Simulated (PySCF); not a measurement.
# C₄H₁₆BNSi: NMR shifts at several levels of theory, part 2 of 2

PySCF 2.14.0. Atoms count from 0. The steps go on from the part before.

**5. Shielding tensors: wB97X-D/pcSseg-1**

Job settings and geometry (Å):

```
{"job": {"kind": "nmr", "xc": "wB97X-D", "basis": "pcSseg-1", "pop": false}, "charge": 0, "multiplicity": 1}
B      2.393012     0.672650     1.201744
N      2.121392     0.116361    -0.295506
C      0.994385    -0.823312    -0.456885
Si    -0.748537    -0.101670    -0.108981
C     -0.804025     1.662300    -0.760135
C     -1.215039    -0.192771     1.701984
C     -1.918181    -1.191798    -1.106050
H      3.411610     1.349939     1.120424
H      2.524440    -0.315850     1.914998
H      1.415852     1.346488     1.505244
H      2.987123    -0.320927    -0.615014
H      1.983046     0.927910    -0.900481
H      1.171627    -1.668341     0.226515
H      0.994478    -1.227930    -1.484209
H     -0.120816     2.314505    -0.193848
H     -0.543744     1.716346    -1.829883
H     -1.820481     2.072727    -0.649749
H     -1.234498    -1.237696     2.049883
H     -0.495228     0.361835     2.320119
H     -2.219376     0.233132     1.857492
H     -1.713202    -1.133666    -2.186856
H     -2.964132    -0.884740    -0.946163
H     -1.834725    -2.247352    -0.800391
```

Level: GIAO wB97X-D/pcSseg-1 NMR shielding, non-relativistic, gas phase.

Standard output:

```text
coarse grid: 18040 points
cycle   1  E = -530.9709393336  dE =  4.118e-01  |g| = 4.343e-01  |ddm| = 3.891e+00
cycle   2  E = -531.0109266771  dE = -3.999e-02  |g| = 2.726e-01  |ddm| = 7.266e-01
cycle   3  E = -531.0291627494  dE = -1.824e-02  |g| = 4.125e-02  |ddm| = 2.230e-01
cycle   4  E = -531.0295610687  dE = -3.983e-04  |g| = 1.689e-02  |ddm| = 5.216e-02
cycle   5  E = -531.0296270915  dE = -6.602e-05  |g| = 4.038e-03  |ddm| = 1.720e-02
cycle   6  E = -531.0296308461  dE = -3.755e-06  |g| = 1.200e-03  |ddm| = 5.099e-03
final grid: 164912 points
cycle   7  E = -531.0726908756  dE = -2.515e-04  |g| = 7.040e-03  |ddm| = 4.488e-02
cycle   8  E = -531.0726967183  dE = -5.843e-06  |g| = 5.770e-03  |ddm| = 1.063e-02
cycle   9  E = -531.0727032038  dE = -6.486e-06  |g| = 8.126e-04  |ddm| = 3.405e-03
cycle  10  E = -531.0727033718  dE = -1.679e-07  |g| = 3.309e-04  |ddm| = 1.237e-03
cycle  11  E = -531.0727034027  dE = -3.100e-08  |g| = 6.273e-05  |ddm| = 4.637e-04
cycle  12  E = -531.0727034041  dE = -1.392e-09  |g| = 1.769e-05  |ddm| = 1.214e-04
cycle  13  E = -531.0727034043  dE = -1.399e-10  |g| = 4.047e-06  |ddm| = 4.541e-05
converged SCF energy = -531.0727034043

GIAO shielding tensors (ppm)
atom      isotropic    diamagn.    paramagn.     s11        s22        s33       span
  0 B      123.686     189.964     -66.278    108.829    114.041    148.189     39.360
  1 N      216.248     317.826    -101.578    201.013    217.591    230.140     29.128
  2 C      146.742     257.310    -110.568    127.752    131.974    180.501     52.749
  3 Si     350.887     882.199    -531.312    338.941    344.874    368.847     29.906
  4 C      189.761     257.201     -67.440    185.007    189.522    194.755      9.748
  5 C      183.151     256.123     -72.972    179.054    182.074    188.324      9.270
  6 C      185.217     255.778     -70.561    179.757    185.215    190.680     10.924
  7 H       29.352      29.488      -0.136     26.243     27.494     34.320      8.077
  8 H       29.544      30.785      -1.241     27.122     27.607     33.902      6.780
  9 H       29.353      32.189      -2.836     26.002     28.934     33.124      7.122
 10 H       28.658      29.406      -0.748     20.556     25.603     39.815     19.260
 11 H       29.029      33.691      -4.662     23.105     27.267     36.715     13.610
 12 H       29.243      34.020      -4.777     25.763     29.004     32.963      7.200
 13 H       29.597      34.157      -4.560     24.001     29.787     35.004     11.003
 14 H       30.591      32.735      -2.145     25.485     29.343     36.944     11.459
 15 H       31.641      32.421      -0.781     27.756     28.653     38.514     10.759
 16 H       31.196      30.895       0.301     26.841     28.376     38.372     11.531
 17 H       31.203      31.596      -0.392     27.453     28.363     37.794     10.341
 18 H       29.959      31.964      -2.005     24.759     28.881     36.237     11.478
 19 H       31.307      30.718       0.590     27.037     28.575     38.309     11.272
 20 H       31.591      31.630      -0.039     27.193     29.214     38.367     11.174
 21 H       31.319      30.318       1.001     27.030     28.607     38.320     11.290
 22 H       31.438      31.421       0.017     27.205     29.040     38.068     10.862
```

It took 26 s on 8 threads of Arm Neoverse V1, shared host.

In short: δ C2 37.8, C4 -1.5, B0 -22.1, N1 47.7, H10 2.54, H7 1.96 ppm (means over like atoms).

**6. NMR shieldings: KT2/pcSseg-1**

Settings changed since step 5:

```diff
@@ -1,2 +1,2 @@
-{"job": {"kind": "nmr", "xc": "wB97X-D", "basis": "pcSseg-1", "pop": false}, "charge": 0, "multiplicity": 1}
+{"job": {"kind": "nmr", "xc": "KT2", "basis": "pcSseg-1", "pop": false}, "charge": 0, "multiplicity": 1}
 B      2.393012     0.672650     1.201744
```

With the program's defaults for keys left out, this is: GIAO KT2/pcSseg-1 NMR shielding, non-relativistic, gas phase.

Standard output:

```text
coarse grid: 18040 points
cycle   1  E = -537.6513558737  dE =  1.226e-01  |g| = 7.431e-01  |ddm| = 4.045e+00
cycle   2  E = -537.5213206958  dE =  1.300e-01  |g| = 9.975e-01  |ddm| = 1.846e+00
cycle   3  E = -537.8170209254  dE = -2.957e-01  |g| = 7.155e-02  |ddm| = 1.119e+00
cycle   4  E = -537.8183618018  dE = -1.341e-03  |g| = 3.099e-02  |ddm| = 1.406e-01
cycle   5  E = -537.8186086591  dE = -2.469e-04  |g| = 6.936e-03  |ddm| = 3.266e-02
cycle   6  E = -537.8186164781  dE = -7.819e-06  |g| = 3.168e-03  |ddm| = 8.040e-03
cycle   7  E = -537.8186188710  dE = -2.393e-06  |g| = 4.145e-04  |ddm| = 3.253e-03
final grid: 164912 points
cycle   8  E = -537.8266713881  dE = -2.496e-04  |g| = 1.916e-02  |ddm| = 7.321e-02
cycle   9  E = -537.8265922975  dE =  7.909e-05  |g| = 2.506e-02  |ddm| = 3.399e-02
cycle  10  E = -537.8267421483  dE = -1.499e-04  |g| = 3.057e-03  |ddm| = 2.215e-02
cycle  11  E = -537.8267438498  dE = -1.702e-06  |g| = 9.865e-04  |ddm| = 2.967e-03
cycle  12  E = -537.8267440726  dE = -2.227e-07  |g| = 1.295e-04  |ddm| = 8.298e-04
cycle  13  E = -537.8267440759  dE = -3.325e-09  |g| = 5.265e-05  |ddm| = 2.092e-04
cycle  14  E = -537.8267440767  dE = -8.728e-10  |g| = 4.761e-06  |ddm| = 7.317e-05
converged SCF energy = -537.8267440767

GIAO shielding tensors (ppm)
atom      isotropic    diamagn.    paramagn.     s11        s22        s33       span
  0 B      120.905     194.111     -73.207    104.780    110.425    147.509     42.729
  1 N      207.406     316.447    -109.040    193.846    208.862    219.511     25.666
  2 C      142.607     257.928    -115.321    122.399    127.606    177.817     55.419
  3 Si     360.234     886.008    -525.774    348.262    355.503    376.936     28.674
  4 C      189.121     256.512     -67.391    182.966    189.062    195.337     12.371
  5 C      180.883     255.429     -74.546    175.558    179.627    187.464     11.906
  6 C      184.060     255.227     -71.167    177.698    183.737    190.744     13.046
  7 H       28.935      29.239      -0.304     26.010     27.071     33.723      7.714
  8 H       29.168      30.959      -1.791     26.618     27.473     33.412      6.794
  9 H       28.930      32.636      -3.706     25.720     28.181     32.888      7.168
 10 H       28.078      29.370      -1.292     19.921     25.476     38.836     18.915
 11 H       28.490      33.712      -5.223     22.985     26.939     35.545     12.561
 12 H       28.941      34.109      -5.168     25.683     28.857     32.282      6.600
 13 H       29.119      34.116      -4.997     23.544     29.447     34.365     10.821
 14 H       30.323      32.589      -2.266     25.237     29.114     36.619     11.382
 15 H       31.417      32.275      -0.857     27.590     28.430     38.232     10.641
 16 H       31.014      30.841       0.173     26.828     28.307     37.909     11.081
 17 H       30.957      31.523      -0.566     27.358     28.191     37.322      9.964
 18 H       29.735      31.916      -2.182     24.691     28.699     35.814     11.123
 19 H       31.076      30.679       0.397     26.957     28.401     37.870     10.913
 20 H       31.388      31.537      -0.149     27.084     29.010     38.070     10.986
 21 H       31.138      30.305       0.834     27.002     28.484     37.929     10.927
 22 H       31.231      31.342      -0.111     27.097     28.879     37.715     10.618
```

Run time: 18 s. Hardware: 8 threads of Arm Neoverse V1, shared host.

This run: δ C2 40.6, C4 -1.5, B0 -21.0, N1 56.9, H10 2.90, H7 2.17 ppm (means over like atoms).

**7. Nuclear shieldings: HF/pcSseg-1**

Settings changed since step 6:

```diff
@@ -1,2 +1,2 @@
-{"job": {"kind": "nmr", "xc": "KT2", "basis": "pcSseg-1", "pop": false}, "charge": 0, "multiplicity": 1}
+{"job": {"kind": "nmr", "xc": "HF", "basis": "pcSseg-1", "pop": false}, "charge": 0, "multiplicity": 1}
 B      2.393012     0.672650     1.201744
```

With the program's defaults for keys left out, this is: GIAO HF/pcSseg-1 NMR shielding, non-relativistic, gas phase.

Standard output:

```text
final grid: 164912 points
cycle   1  E = -528.7212440840  dE =  7.610e-01  |g| = 5.036e-01  |ddm| = 3.788e+00
cycle   2  E = -528.8067826351  dE = -8.554e-02  |g| = 1.889e-01  |ddm| = 7.340e-01
cycle   3  E = -528.8155270824  dE = -8.744e-03  |g| = 7.156e-02  |ddm| = 1.905e-01
cycle   4  E = -528.8169960773  dE = -1.469e-03  |g| = 1.020e-02  |ddm| = 8.340e-02
cycle   5  E = -528.8170320070  dE = -3.593e-05  |g| = 2.723e-03  |ddm| = 1.397e-02
cycle   6  E = -528.8170354746  dE = -3.468e-06  |g| = 7.294e-04  |ddm| = 4.948e-03
cycle   7  E = -528.8170357231  dE = -2.486e-07  |g| = 2.157e-04  |ddm| = 1.268e-03
cycle   8  E = -528.8170357472  dE = -2.403e-08  |g| = 4.543e-05  |ddm| = 4.251e-04
cycle   9  E = -528.8170357482  dE = -1.031e-09  |g| = 9.344e-06  |ddm| = 9.519e-05
cycle  10  E = -528.8170357483  dE = -4.934e-11  |g| = 2.577e-06  |ddm| = 2.314e-05
converged SCF energy = -528.8170357483

GIAO shielding tensors (ppm)
atom      isotropic    diamagn.    paramagn.     s11        s22        s33       span
  0 B      130.815     184.642     -53.828    118.205    122.652    151.587     33.382
  1 N      229.868     320.295     -90.427    215.431    228.252    245.922     30.490
  2 C      158.111     255.515     -97.404    140.926    144.971    188.437     47.511
  3 Si     391.835     877.788    -485.953    379.551    386.188    409.765     30.214
  4 C      195.443     256.508     -61.065    192.014    194.994    199.322      7.308
  5 C      190.376     255.479     -65.104    187.436    189.591    194.100      6.664
  6 C      191.430     255.331     -63.901    186.839    191.747    195.705      8.866
  7 H       29.804      29.875      -0.071     26.459     27.914     35.040      8.580
  8 H       29.999      30.484      -0.484     27.668     27.837     34.493      6.825
  9 H       29.909      31.404      -1.495     26.361     29.967     33.399      7.038
 10 H       29.124      29.855      -0.731     20.815     25.496     41.062     20.247
 11 H       29.548      33.725      -4.177     23.028     27.432     38.184     15.155
 12 H       29.679      33.896      -4.218     25.864     29.099     34.073      8.209
 13 H       30.105      34.286      -4.181     24.324     30.046     35.946     11.621
 14 H       30.951      32.661      -1.711     25.621     29.536     37.696     12.075
 15 H       31.965      32.526      -0.561     27.851     28.881     39.164     11.313
 16 H       31.494      31.020       0.474     26.825     28.462     39.194     12.369
 17 H       31.548      31.647      -0.098     27.499     28.543     38.602     11.104
 18 H       30.282      31.794      -1.512     24.774     29.000     37.073     12.300
 19 H       31.638      30.827       0.810     27.057     28.737     39.119     12.062
 20 H       31.896      31.777       0.119     27.236     29.409     39.044     11.808
 21 H       31.606      30.484       1.122     27.021     28.734     39.063     12.042
 22 H       31.753      31.568       0.185     27.256     29.211     38.793     11.538
```

Run time: 11 s. Hardware: 8 threads of Arm Neoverse V1, shared host.

In short: δ C2 32.7, C4 -1.6, B0 -15.5, N1 35.8, H10 2.35, H12 1.79 ppm (means over like atoms).

**8. Side by side: NMR shifts**

Shifts (ppm) of some atoms, chosen among heavy atoms and hydrogens apart, means over like atoms, with basis size and wall time:

```tsv
run	C2	C4	H10	H7	B0	N1	Si3	functions	time
PBE0/pcSseg-1	38.3	-1.6	2.68	2.01	-22.1	51.2	1.3	206	20 s
PBE/pcSseg-1	40.6	-1.6	2.90	2.11	-23.7	60.3	1.3	206	17 s
wB97X-D/pcSseg-1	37.8	-1.5	2.54	1.96	-22.1	47.7	2.0	206	26 s
KT2/pcSseg-1	40.6	-1.5	2.90	2.17	-21.0	56.9	0.8	206	18 s
HF/pcSseg-1	32.7	-1.6	2.35	1.78	-15.5	35.8	1.6	206	11 s
```

**9. Outcome**

What follows sums up all 2 parts.

```
                                                               quantity                       value
                                                            point group                          C1
                                   rotational constants (main isotopes)        2.64, 1.31, 1.25 GHz
13C shifts against TMS (PBE0/pcSseg-1, means over atoms taken as alike)              38.3, -1.6 ppm
 1H shifts against TMS (PBE0/pcSseg-1, means over atoms taken as alike)  2.68, 2.01, 2.00, 0.25 ppm
                            11B shifts against BF3·OEt2 (PBE0/pcSseg-1)                   -22.1 ppm
                                 15N shifts against NH3 (PBE0/pcSseg-1)                    51.2 ppm
                                29Si shifts against TMS (PBE0/pcSseg-1)                     1.3 ppm
                                               range of the shift of N1            35.8 to 60.3 ppm
```

Single values in the summary come from the first sound run of each kind (PBE0/pcSseg-1), which need not be the best level. Over 7 steps the energy fell by 0.121 eV; of the close pairs, B0–H8 changed most, 1.192 to 1.226 Å. No frequency check was run at this level, so the end point may be a saddle. At PBE0/pcSseg-1: The largest span, 53 ppm, is at C2, where the paramagnetic term is -111 ppm. Across the 5 runs the shift of N1 moves most, between 35.8 (HF/pcSseg-1) and 60.3 ppm (PBE/pcSseg-1).
